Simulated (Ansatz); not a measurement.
The system is HfIn4SiO6.

```xyz
12
Lattice="5.6987 0.0038 0.0156 -0.7051 6.1082 -0.0057 -2.7372 -1.3956 6.6308" Properties=species:S:1:pos:R:3 pbc="T T T"
Hf    0.2972   -0.0900    0.8831
In   -0.4860    5.0863    4.8335
In    2.9601   -0.6377    3.2997
In   -0.4663    2.2403    3.5350
In    2.4974    2.6606    1.3677
Si    2.2933    1.4988    5.6832
O     0.7088    1.2617    5.2639
O     3.2588    1.4387    4.3619
O     5.4139    1.6003    0.0368
O     2.4594    2.8937    6.5395
O    -0.6297   -0.1526    2.6118
O     2.1007    0.3624    1.4524
```

The cell was built by a generator and needn't be a form met in nature.

Base run:

| Item | Value |
| --- | --- |
| Program | Ansatz 0.2.0 |
| Functional | revPBE |
| Potentials or basis | all-electron LAPW, scalar-relativistic |
| Cutoff | 493 eV |
| Density cutoff | 1971 eV |
| Basis error allowed | 0.002 eV/atom |
| k mesh | 4 × 4 × 3 |
| Occupations | fermi-dirac, width 0.05 eV |
| Spin | no spin polarisation |

Its results: band gap on the k mesh 1.02 eV, indirect (least direct gap 1.18 eV); pressure 1.8 GPa; largest force 0.135 eV/Å.

Question: After a change of settings the same cell gave: band gap on the k mesh 0.98 eV, indirect (least direct gap 1.17 eV); pressure 0.0 GPa; largest force 0.015 eV/Å. Which change was it?
A. functional from revPBE to RPBE
B. functional from revPBE to PBE
C. functional from revPBE to PBE; hubbard terms from none to Hf d U = 6 eV
D. functional from revPBE to PBEsol

Answer: B.

PBE binds more tightly than revPBE, so the same cell stands under less pressure.

Caveats: spin-orbit coupling is left out, which moves the levels of the heavy elements; an odd mesh through Γ misses points on the zone boundary, where band edges often lie (some runs).

Not every run made on this cell is shown here.
